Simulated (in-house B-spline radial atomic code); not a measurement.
**In¹¹⁺: excited configurations**

Aim: the energies of several excited configurations of In¹¹⁺ above a reference configuration, each from its own self-consistent run.

The numbers are computed with in-house B-spline radial atomic code version 1 (Dirac-Hartree-Fock, average of configuration, Fermi nucleus, basis-set limit), except any that are marked as measured or tabulated.

## Step 1: The atom as given

| Property | Result |
| --- | --- |
| element | indium (Z = 49) |
| charge | +11 |
| electrons | 38 |
| configuration | [Kr] 4d2 |
| Hamiltonian | Dirac-Coulomb |
| nucleus | Fermi, rms radius 4.616 fm |

The outer shells:

[Kr] 4d2
```
[Kr] core
4d [↑ ][↑ ][  ][  ][  ]
```

The boxes draw the filling by Hund's rule, which heavy ions in jj coupling don't follow; these runs average over all states of the configuration.

Settings, as recorded:

```ini
Z = 49
electrons = 38.0
configuration = [Kr] 4d2
hamiltonian = dirac
method = hf
spin_polarised = False
nucleus = fermi
rms_radius = 4.6156
mass_number = 115
atomic_mass = 114.903878772
speed_of_light = 137.035999084
```

The reference is known from an earlier run: -5842.154904 hartree in all. Up to eight levels, counted from the top:

| orbital | occupation | energy (eV) | <r> (bohr) |
| --- | --- | --- | --- |
| 3p3/2 | 4 | -917.47 | 0.3472 |
| 3d3/2 | 4 | -702.11 | 0.3197 |
| 3d5/2 | 6 | -694.07 | 0.3231 |
| 4s1/2 | 2 | -347.81 | 0.8020 |
| 4p1/2 | 2 | -300.79 | 0.8322 |
| 4p3/2 | 4 | -292.49 | 0.8522 |
| 4d3/2 | 0.8 | -225.16 | 0.9221 |
| 4d5/2 | 1.2 | -223.79 | 0.9287 |

## Step 2: [Kr] 4d1 7f1

The settings differ from step 1 so:

```diff
@@ -2,3 +2,3 @@
 electrons = 38.0
-configuration = [Kr] 4d2
+configuration = [Kr] 4d1 7f1
 hamiltonian = dirac
```

From the run's result record (rounded, not every field):

```text
{
  "status": "converged",
  "scf [iteration, energy, orbital gradient]": [
    [1, -5821.57978567, 1.0],
    [2, -5834.35859963, 0.408],
    [3, -5835.42710427, 0.134],
    [4, -5835.55164827, 0.0425],
    [5, -5835.56605341, 0.0166],
    [6, -5835.56782442, 0.000389],
    [7, -5835.56782587, 2.22e-05],
    [8, -5835.56782587, 6.74e-07],
    [9, -5835.56782587, 3.34e-08]
  ],
  "energy [hartree]": {"total": -5835.56782587, "kinetic": 6135.22355293, "nuclear": -13819.0699242, "coulomb": 1996.60861196, "exact_exchange": -148.330066561},
  "breit [hartree]": {"gaunt": 4.589252, "retardation": -0.4667242, "frequency_dependence": -0.03877742},
  "qed [hartree]": {"self_energy": 3.111229, "uehling": -0.3988845, "wichmann_kroll": 0.007949337},
  "recoil [hartree]": 0.01915944,
  "total_with_corrections [hartree]": -5828.74462298,
  "orbitals [hartree, bohr; first row names the columns]": [
    ["name", "occ", "eps", "<r>"],
    ["1s1/2", 2.0, -1042.1241, 0.029707],
    ["2s1/2", 2.0, -167.3419, 0.12788],
    ["2p1/2", 2.0, -156.23913, 0.10851],
    ["2p3/2", 4.0, -148.45303, 0.11373],
    ["3s1/2", 2.0, -40.520121, 0.34504],
    ["3p1/2", 2.0, -36.002773, 0.33639],
    ["3p3/2", 4.0, -34.540288, 0.34686],
    ["3d3/2", 4.0, -26.628589, 0.31929],
    ["3d5/2", 6.0, -26.33251, 0.32268],
    ["4s1/2", 2.0, -13.449732, 0.79526],
    ["4p1/2", 2.0, -11.696759, 0.82346],
    ["4p3/2", 4.0, -11.384304, 0.84283],
    ["4d3/2", 0.4, -8.9208205, 0.90489],
    ["4d5/2", 0.6, -8.868565, 0.91105],
    ["7f5/2", 0.42857, -1.6313302, 5.0078],
    ["7f7/2", 0.57143, -1.6306743, 5.01]
  ],
  "sum_r [bohr^k]": {"-1": 282.0246, "1": 19.47708, "2": 37.97177},
  "energy_minus_base [hartree]": 6.58707798,
  "energy_minus_base_with_corrections [hartree]": 6.58661456
}
```

Run time: 1.9 s. Hardware: 1 thread, shared host.

energy_minus_base is the energy less that of the reference run.

## Step 3: Configuration [Ar] 3d10 4s2 4p5 4d2 5g1

The settings differ from step 2 so:

```diff
@@ -2,3 +2,3 @@
 electrons = 38.0
-configuration = [Kr] 4d1 7f1
+configuration = [Ar] 3d10 4s2 4p5 4d2 5g1
 hamiltonian = dirac
```

From the record:

```text
{
  "status": "converged",
  "scf [iteration, energy, orbital gradient]": [
    [1, -5820.13052933, 1.09],
    [2, -5832.91200531, 0.416],
    [3, -5834.1071513, 0.133],
    [4, -5834.2424203, 0.0425],
    [5, -5834.25763592, 0.0165],
    [6, -5834.25956917, 0.000572],
    [7, -5834.25957216, 2.7e-05],
    [8, -5834.25957217, 1.06e-06],
    [9, -5834.25957217, 6.15e-08]
  ],
  "energy [hartree]": {"total": -5834.25957217, "kinetic": 6133.58459021, "nuclear": -13822.1092807, "coulomb": 2001.46556569, "exact_exchange": -147.20044737},
  "breit [hartree]": {"gaunt": 4.581807, "retardation": -0.4655878, "frequency_dependence": -0.03860145},
  "qed [hartree]": {"self_energy": 3.11095, "uehling": -0.3988917, "wichmann_kroll": 0.007949416},
  "recoil [hartree]": 0.0191564,
  "total_with_corrections [hartree]": -5827.44279073,
  "orbitals [hartree, bohr; first row names the columns]": [
    ["name", "occ", "eps", "<r>"],
    ["1s1/2", 2.0, -1042.0408, 0.029706],
    ["2s1/2", 2.0, -167.19497, 0.12787],
    ["2p1/2", 2.0, -156.09698, 0.10851],
    ["2p3/2", 4.0, -148.3091, 0.11373],
    ["3s1/2", 2.0, -40.360244, 0.34502],
    ["3p1/2", 2.0, -35.837645, 0.33685],
    ["3p3/2", 4.0, -34.375047, 0.34737],
    ["3d3/2", 4.0, -26.478093, 0.31915],
    ["3d5/2", 6.0, -26.182001, 0.32254],
    ["4s1/2", 2.0, -13.189418, 0.79457],
    ["4p1/2", 1.6667, -11.523856, 0.82179],
    ["4p3/2", 3.3333, -11.211925, 0.84101],
    ["4d3/2", 0.8, -8.6879326, 0.90434],
    ["4d5/2", 1.2, -8.6353196, 0.91046],
    ["5g7/2", 0.44444, -2.9210592, 2.2153],
    ["5g9/2", 0.55556, -2.9210436, 2.2153]
  ],
  "sum_r [bohr^k]": {"-1": 282.0866, "1": 16.7456, "2": 15.06189},
  "energy_minus_base [hartree]": 7.89533168,
  "energy_minus_base_with_corrections [hartree]": 7.88844681
}
```

Run time: 1.9 s. Hardware: 1 thread, shared host.

## Step 4: [Ar] 3d9 4s2 4p6 4d2 5s1

The settings differ from step 3 so:

```diff
@@ -2,3 +2,3 @@
 electrons = 38.0
-configuration = [Ar] 3d10 4s2 4p5 4d2 5g1
+configuration = [Ar] 3d9 4s2 4p6 4d2 5s1
 hamiltonian = dirac
```

From the record:

```text
{
  "status": "converged",
  "scf [iteration, energy, orbital gradient]": [
    [1, -5805.59243707, 1.04],
    [2, -5821.1532432, 0.405],
    [3, -5822.58188053, 0.131],
    [4, -5822.75177319, 0.0443],
    [5, -5822.77229994, 0.016],
    [6, -5822.77459205, 0.000427],
    [7, -5822.77459458, 3.94e-05],
    [8, -5822.77459459, 7.96e-07],
    [9, -5822.77459459, 3.3e-08]
  ],
  "energy [hartree]": {"total": -5822.77459459, "kinetic": 6123.13632823, "nuclear": -13777.2697736, "coulomb": 1976.32443422, "exact_exchange": -144.965583422},
  "breit [hartree]": {"gaunt": 4.581044, "retardation": -0.466066, "frequency_dependence": -0.03886804},
  "qed [hartree]": {"self_energy": 3.115289, "uehling": -0.3993384, "wichmann_kroll": 0.007958336},
  "recoil [hartree]": 0.01918525,
  "total_with_corrections [hartree]": -5815.95539074,
  "orbitals [hartree, bohr; first row names the columns]": [
    ["name", "occ", "eps", "<r>"],
    ["1s1/2", 2.0, -1043.0492, 0.029708],
    ["2s1/2", 2.0, -168.30094, 0.12782],
    ["2p1/2", 2.0, -157.19569, 0.10846],
    ["2p3/2", 4.0, -149.40725, 0.11366],
    ["3s1/2", 2.0, -40.996151, 0.34292],
    ["3p1/2", 2.0, -36.466596, 0.33398],
    ["3p3/2", 4.0, -34.980959, 0.34427],
    ["3d3/2", 3.6, -27.241042, 0.31522],
    ["3d5/2", 5.4, -26.938865, 0.3185],
    ["4s1/2", 2.0, -13.358307, 0.7851],
    ["4p1/2", 2.0, -11.588592, 0.81249],
    ["4p3/2", 4.0, -11.264841, 0.83189],
    ["4d3/2", 0.8, -8.742051, 0.8903],
    ["4d5/2", 1.2, -8.6871448, 0.89657],
    ["5s1/2", 1.0, -5.936694, 1.5558]
  ],
  "sum_r [bohr^k]": {"-1": 281.1715, "1": 16.43884, "2": 12.78817},
  "energy_minus_base [hartree]": 19.3803093,
  "energy_minus_base_with_corrections [hartree]": 19.3758468
}
```

Run time: 1.5 s. Hardware: 1 thread, shared host.

## Step 5: Run with [Kr] 4d1 5f1

The settings differ from step 4 so:

```diff
@@ -2,3 +2,3 @@
 electrons = 38.0
-configuration = [Ar] 3d9 4s2 4p6 4d2 5s1
+configuration = [Kr] 4d1 5f1
 hamiltonian = dirac
```

From the record:

```text
{
  "status": "converged",
  "scf [iteration, energy, orbital gradient]": [
    [1, -5823.26127475, 1.0],
    [2, -5836.02964457, 0.409],
    [3, -5837.12820306, 0.134],
    [4, -5837.25532012, 0.0421],
    [5, -5837.26993061, 0.0167],
    [6, -5837.27174398, 0.000411],
    [7, -5837.27174556, 2.37e-05],
    [8, -5837.27174557, 7.06e-07],
    [9, -5837.27174557, 3.69e-08]
  ],
  "energy [hartree]": {"total": -5837.27174557, "kinetic": 6136.90628164, "nuclear": -13833.0243914, "coulomb": 2007.21989222, "exact_exchange": -148.373528057},
  "breit [hartree]": {"gaunt": 4.588946, "retardation": -0.4666994, "frequency_dependence": -0.03877185},
  "qed [hartree]": {"self_energy": 3.111157, "uehling": -0.3988778, "wichmann_kroll": 0.007949202},
  "recoil [hartree]": 0.01916289,
  "total_with_corrections [hartree]": -5830.44887975,
  "orbitals [hartree, bohr; first row names the columns]": [
    ["name", "occ", "eps", "<r>"],
    ["1s1/2", 2.0, -1041.8377, 0.029707],
    ["2s1/2", 2.0, -167.05078, 0.12788],
    ["2p1/2", 2.0, -155.94886, 0.10851],
    ["2p3/2", 4.0, -148.16251, 0.11373],
    ["3s1/2", 2.0, -40.225633, 0.34507],
    ["3p1/2", 2.0, -35.708665, 0.33642],
    ["3p3/2", 4.0, -34.246389, 0.3469],
    ["3d3/2", 4.0, -26.335513, 0.31936],
    ["3d5/2", 6.0, -26.03946, 0.32274],
    ["4s1/2", 2.0, -13.180864, 0.79643],
    ["4p1/2", 2.0, -11.430693, 0.82496],
    ["4p3/2", 4.0, -11.119651, 0.84444],
    ["4d3/2", 0.4, -8.6608954, 0.90766],
    ["4d5/2", 0.6, -8.609047, 0.91388],
    ["5f5/2", 0.42857, -3.3372091, 2.179],
    ["5f7/2", 0.57143, -3.3352661, 2.1807]
  ],
  "sum_r [bohr^k]": {"-1": 282.3094, "1": 16.66345, "2": 15.01212},
  "energy_minus_base [hartree]": 4.88315828,
  "energy_minus_base_with_corrections [hartree]": 4.88235779
}
```

It took 1.9 s on 1 thread, shared host.

Radial density 4πr²n(r) and radial functions P(r) = rR(r):

| r (bohr) | 4πr²n | 4d5/2 | 5f7/2 |
| --- | --- | --- | --- |
| 0.00268 | 7.823 | 0.0000 | 0.0000 |
| 0.00408 | 14.95 | 0.0001 | 0.0000 |
| 0.00620 | 26.56 | 0.0004 | 0.0000 |
| 0.00942 | 42.41 | 0.0012 | 0.0000 |
| 0.0143 | 57.88 | 0.0038 | 0.0000 |
| 0.0218 | 63.82 | 0.0117 | 0.0001 |
| 0.0331 | 57.43 | 0.0342 | 0.0003 |
| 0.0503 | 57.85 | 0.0917 | 0.0015 |
| 0.0764 | 76.45 | 0.2169 | 0.0061 |
| 0.116 | 72.92 | 0.4262 | 0.0220 |
| 0.176 | 53.38 | 0.6308 | 0.0683 |
| 0.268 | 65.21 | 0.5542 | 0.1770 |
| 0.408 | 38.78 | -0.0677 | 0.3614 |
| 0.619 | 16.91 | -0.9227 | 0.5292 |
| 0.941 | 12.07 | -1.1399 | 0.3953 |
| 1.43 | 1.597 | -0.5557 | -0.2581 |
| 2.17 | 0.6387 | -0.0885 | -0.7876 |
| 3.30 | 0.1681 | -0.0028 | -0.4103 |
| 5.02 | 0.001554 | 0.0000 | -0.0395 |
| 7.63 | 1.253e-07 | 0.0000 | -0.0004 |

Clear maxima of the radial density (full grid of the record): 0.022, 0.094, 0.27 bohr.

X-ray form factor of the spherical density:

| sinθ/λ (1/Å) | f (electrons) |
| --- | --- |
| 0 | 38.000 |
| 0.1 | 36.970 |
| 0.2 | 34.545 |
| 0.3 | 31.662 |
| 0.4 | 28.654 |
| 0.6 | 23.031 |
| 0.8 | 18.905 |
| 1 | 15.942 |
| 1.4 | 11.358 |
| 1.8 | 8.134 |
| 2.5 | 5.581 |
| 4 | 3.475 |
| 6 | 1.771 |

## Step 6: Configuration [Kr] 4d1 6g1

The settings differ from step 5 so:

```diff
@@ -2,3 +2,3 @@
 electrons = 38.0
-configuration = [Kr] 4d1 5f1
+configuration = [Kr] 4d1 6g1
 hamiltonian = dirac
```

From the record:

```text
{
  "status": "converged",
  "scf [iteration, energy, orbital gradient]": [
    [1, -5822.00276603, 1.0],
    [2, -5834.75600524, 0.408],
    [3, -5835.82830385, 0.134],
    [4, -5835.9533069, 0.0425],
    [5, -5835.9678327, 0.0165],
    [6, -5835.96959968, 0.000374],
    [7, -5835.96960121, 2.32e-05],
    [8, -5835.96960122, 6.84e-07],
    [9, -5835.96960122, 3.24e-08]
  ],
  "energy [hartree]": {"total": -5835.96960122, "kinetic": 6135.63132301, "nuclear": -13822.5614212, "coulomb": 1999.28127444, "exact_exchange": -148.320777475},
  "breit [hartree]": {"gaunt": 4.589288, "retardation": -0.4667175, "frequency_dependence": -0.03877892},
  "qed [hartree]": {"self_energy": 3.111251, "uehling": -0.3988866, "wichmann_kroll": 0.007949379},
  "recoil [hartree]": 0.01916409,
  "total_with_corrections [hartree]": -5829.14633223,
  "orbitals [hartree, bohr; first row names the columns]": [
    ["name", "occ", "eps", "<r>"],
    ["1s1/2", 2.0, -1042.0533, 0.029707],
    ["2s1/2", 2.0, -167.27259, 0.12788],
    ["2p1/2", 2.0, -156.16955, 0.10851],
    ["2p3/2", 4.0, -148.38353, 0.11373],
    ["3s1/2", 2.0, -40.450669, 0.34502],
    ["3p1/2", 2.0, -35.933219, 0.33636],
    ["3p3/2", 4.0, -34.470543, 0.34683],
    ["3d3/2", 4.0, -26.558798, 0.31926],
    ["3d5/2", 6.0, -26.262679, 0.32264],
    ["4s1/2", 2.0, -13.369171, 0.79504],
    ["4p1/2", 2.0, -11.615818, 0.82323],
    ["4p3/2", 4.0, -11.30308, 0.84261],
    ["4d3/2", 0.4, -8.8393903, 0.90471],
    ["4d5/2", 0.6, -8.787089, 0.91088],
    ["6g7/2", 0.44444, -2.0326691, 3.5622],
    ["6g9/2", 0.55556, -2.0326617, 3.5623]
  ],
  "sum_r [bohr^k]": {"-1": 282.0958, "1": 18.0277, "2": 23.90429},
  "energy_minus_base [hartree]": 6.18530263,
  "energy_minus_base_with_corrections [hartree]": 6.18490531
}
```

It took 1.9 s on 1 thread, shared host.

## Step 7: Energies above the reference

| net move | configuration | energy above the reference (eV) | with Breit, QED, recoil (eV) | largest <r> (bohr) |
| --- | --- | --- | --- | --- |
| 4d → 5f | [Kr] 4d1 5f1 | 132.88 | 132.86 | 2.18 |
| 4d → 6g | [Kr] 4d1 6g1 | 168.31 | 168.30 | 3.56 |
| 4d → 7f | [Kr] 4d1 7f1 | 179.24 | 179.23 | 5.01 |
| 4p → 5g | [Ar] 3d10 4s2 4p5 4d2 5g1 | 214.84 | 214.66 | 2.22 |
| 3d → 5s | [Ar] 3d9 4s2 4p6 4d2 5s1 | 527.37 | 527.24 | 1.56 |

Quantum defects of the promoted electron, δ = n − ζ/√(−2ε) with ζ = 12 and ε its orbital energy in hartree:

| promotion | δ |
| --- | --- |
| 4d → 5f | 0.354 |
| 4d → 6g | 0.048 |
| 4d → 7f | 0.356 |
| 4p → 5g | 0.035 |
| 3d → 5s | 1.517 |

The energies run from 132.88 eV (4d → 5f) to 527.37 eV (3d → 5s). Koopmans' estimate of the ionisation threshold is 223.79 eV; 1 configuration exceeds it by over 2 % and could autoionise. Of those tabulated, the defect is largest for 5s (1.52) and least for 5g (0.04): low angular momentum penetrates the core, high angular momentum stays outside it. Two partly filled shells share a symmetry and can mix in the average, which may lower the energy, for: 3d → 5s. These are averages over configurations, without correlation, not spectroscopic levels.
